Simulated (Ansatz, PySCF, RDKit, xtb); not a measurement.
**C4H7BN2O2: ranking a sample of isomers**

Which of a sample of isomers of C4H7BN2O2 is the most stable in the gas at 298.15 K, and what are its properties? The sample is small against all isomers, and the most stable one of this formula need not be in it.

The funnel: GFN2-xTB relaxations, single points with a density functional, relaxations at r2SCAN-D4/def2-SVP, harmonic vibrations (at GFN2-xTB), and a last energy at a higher level. All values are calculated.

## (1) Drawing up candidates

Isomers were taken from a list of plausible structures; this is a sample, not all of them. That gives 8 candidates.

| label | SMILES | spin |
| --- | --- | --- |
| c149 | OB(O)Cn1ccnc1 | singlet |
| c245 | OB(O)Cn1cccn1 | singlet |
| c438 | Nc1cc[nH]c1B(O)O | singlet |
| c760 | Cn1ccnc1B(O)O | singlet |
| c775 | N#C[C@@H]1CCOB(N)O1 | singlet |
| c797 | C[C@H](C=N)OB(O)C#N | singlet |
| c809 | Cn1cc(B(O)O)cn1 | singlet |
| c955 | C/N=C/COB(O)C#N | singlet |

Candidates are built by distance geometry, with a force field where one applies, in up to four conformers (letters a to d).

Q: Predict the outcome of this search (final energies at CCSD(T)/def2-SVP + MP2/def2-TZVPP - MP2/def2-SVP).

| quantity | value |
| --- | --- |
| lowest structure found | Cn1ccnc1B(O)O, singlet |
| next finalist | N#C[C@@H]1CCOB(N)O1, singlet, 1.9 kcal/mol higher in G |
| share at equilibrium, among the finalists | 96.0 % |
| dipole moment (PBE0/def2-SVPD) | 3.04 D |
| HOMO energy (PBE0/def2-SVPD) | -6.77 eV |
| LUMO energy (PBE0/def2-SVPD) | -0.52 eV |
| HOMO–LUMO gap (PBE0/def2-SVPD) | 6.25 eV |
| lowest excitation (TD-PBE0/def2-SVPD) | 5.55 eV (f = 0.266) |
| lowest triplet excitation, same level, Tamm-Dancoff | 3.98 eV |
| vertical ionisation energy | 8.69 eV |
| vertical electron affinity | -1.07 eV (unbound: the value depends on the basis) |
| vertical triplet less singlet | +4.01 eV |

The lowest structure found is `Cn1ccnc1B(O)O`. The margin, 1.9 kcal/mol, is modest. GFN2-xTB, r2SCAN-D4/def2-SVP, r2SCAN-D4/def2-SVP, relaxed and MP2/def2-SVP already put its bonding pattern lowest among the structures in one piece; HF/STO-3G favours the singlet N#C[C@@H]1CCOB(N)O1 (c775b, not a finalist); HF/def2-SVP favours the singlet N#C[C@@H]1CCOB(N)O1. 2 minima inside the window were never screened. Lowest found is not proven lowest: the search is finite, and each finalist counts with one conformer. Only 8 drawn patterns were tried, so whole families of isomers are missing, and the result ranks this sample alone. The lowest isomer need not be the one that is made and kept in a bottle, which depends on barriers.
